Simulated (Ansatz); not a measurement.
**Sr2SO (P4/mmm): equation of state with a fit, by script**

Where is the equilibrium volume of Sr2SO (P4/mmm), and how stiff is it? The task is an equation of state with a fit, for Sr2SO (P4/mmm).

All numbers are computed with the Python package of Ansatz 0.2.0. Level of theory: DFT with a functional composed in the script, plane waves, norm-conserving potentials.

## (1) Starting point

Symmetry: P4/mmm, No. 123, tetragonal system. Conventional cell: a = 4.043 Å, b = 4.043 Å, c = 5.718 Å, α = 90.00°, β = 90.00°, γ = 90.00°. Around Sr (site symmetry 4/mmm) lie 2 S at 2.86 Å and 4 O at 2.86 Å. Sr (site symmetry 4/mmm) has 2 O at 2.86 Å and 4 S at 2.86 Å as nearest neighbours. S (site symmetry 4/mmm) has 6 Sr at 2.86 Å as nearest neighbours. O (site symmetry 4/mmm) has 6 Sr at 2.86 Å as nearest neighbours.

No structure file is read: the coordinates are typed or built in the script.

## (2) The script

Contents of eos.py:

```python
"""Bulk modulus of Sr2SO from an E(V) curve."""

from dataclasses import dataclass

import ansatz as az
from ase.eos import EquationOfState
from ase.units import GPa
import numpy as np


@dataclass
class Settings:
    scf_tol: float = 1e-05
    max_scf: int = 80
    filling: str = "fixed"
    mesh: tuple[int, ...] = (4, 4, 3)


settings = Settings()

VECTORS = np.array([
    [4.043237, 0.0, 0.0],
    [0.0, 4.043237, 0.0],
    [0.0, 0.0, 5.718],
])
SITES = [
    ("Sr", (0.0, 0.0, 0.0)),
    ("Sr", (0.5, 0.5, 0.5)),
    ("S", (0.0, 0.0, 0.5)),
    ("O", (0.5, 0.5, 0.0)),
]


def on_lattice(cell):
    crystal = az.Crystal(lattice=az.Lattice.of(cell))
    for symbol, position in SITES:
        crystal = crystal.atom(symbol, position)
    return crystal


def main() -> None:
    # scale the volume, keep shape and fractions
    volumes, energies, pressures = [], [], []
    for scale in np.linspace(0.94, 1.06, 7):
        cell = VECTORS * scale ** (1 / 3)
        job = (
            on_lattice(cell).calculation()
            .scf(tolerance=settings.scf_tol, max_iterations=settings.max_scf)
            .pseudopotentials("nc")
            .occupations(settings.filling)
            .functional(exchange="rpw86", correlation="pbe")
            .eigensolver("davidson")
            .kpoints(*settings.mesh)
            .stress()
        )
        r = job.run().report
        volumes.append(abs(np.linalg.det(cell)) / len(SITES))
        energies.append(r["free_energy_ev"] / len(SITES))
        pressures.append(np.trace(r["stress_gpa"]) / 3)
        print(f"V = {volumes[-1]:8.4f} A^3/atom  F = {energies[-1]:.5f} eV/atom  P = {pressures[-1]:8.3f} GPa")

    eos = EquationOfState(volumes, energies, eos="sj")
    v0, e0, bulk = eos.fit()
    print(f"V0 = {v0:.4f} A^3/atom, E0 = {e0:.5f} eV/atom, B = {bulk / GPa:.1f} GPa")
    eos.plot("eos.png")


if __name__ == "__main__":
    main()
```

## (3) The calls as engine input

The package turns the script's settings into the engine's input (first run):

```yaml
crystal:
  lattice:
    - [3.9606987994447813, 0.0, 0.0]
    - [0.0, 3.9606987994447813, 0.0]
    - [0.0, 0.0, 5.601273369635581]
  atoms:
    - { symbol: Sr, position: [0.0, 0.0, 0.0] }
    - { symbol: Sr, position: [0.5, 0.5, 0.5] }
    - { symbol: S, position: [0.0, 0.0, 0.5] }
    - { symbol: O, position: [0.5, 0.5, 0.0] }
kpoints:
  mp_grid:
    grid: [4, 4, 3]
hamiltonian:
  xc:
    exchange: rpw86
    correlation: pbe
  pseudopotentials:
    kind: nc
scf:
  max_iter: 80
  convergence:
    dr2_threshold: 1.0e-05
  occupations:
    method: fixed
  eigensolver:
    kind: davidson
output:
  stress: true
```

## (4) Launch

On the command line:

```
$ python eos.py
```

**Question.** Estimate the equilibrium volume and the bulk modulus.

**Answer**, as computed:

```
                      quantity           value
                 runs compared               7
               range of energy  31.99 meV/atom
lowest point, volume (Å³/atom)          23.837
      equilibrium volume (fit)   23.89 Å³/atom
            bulk modulus (fit)          57 GPa
```

In words: A third-order Birch-Murnaghan fit through the 7 points (the script's own form differs a little) has its minimum at 23.89 Å³ an atom, 2.2 % above the typed cell, with a bulk modulus of 57 GPa and dB/dP = 4.3. From that minimum the energy rises by 32.0 meV an atom on the compressed side and 5.5 meV on the expanded side. Notes:
- Shape and fractional positions are held along the curve, so the bulk modulus is an upper value where they are free to relax, by a factor of two or more in layered or hydrogen-bonded cells.
- Pressure is positive in compression.
- The structure comes from a database of computed cells and needn't be a stable or known phase.
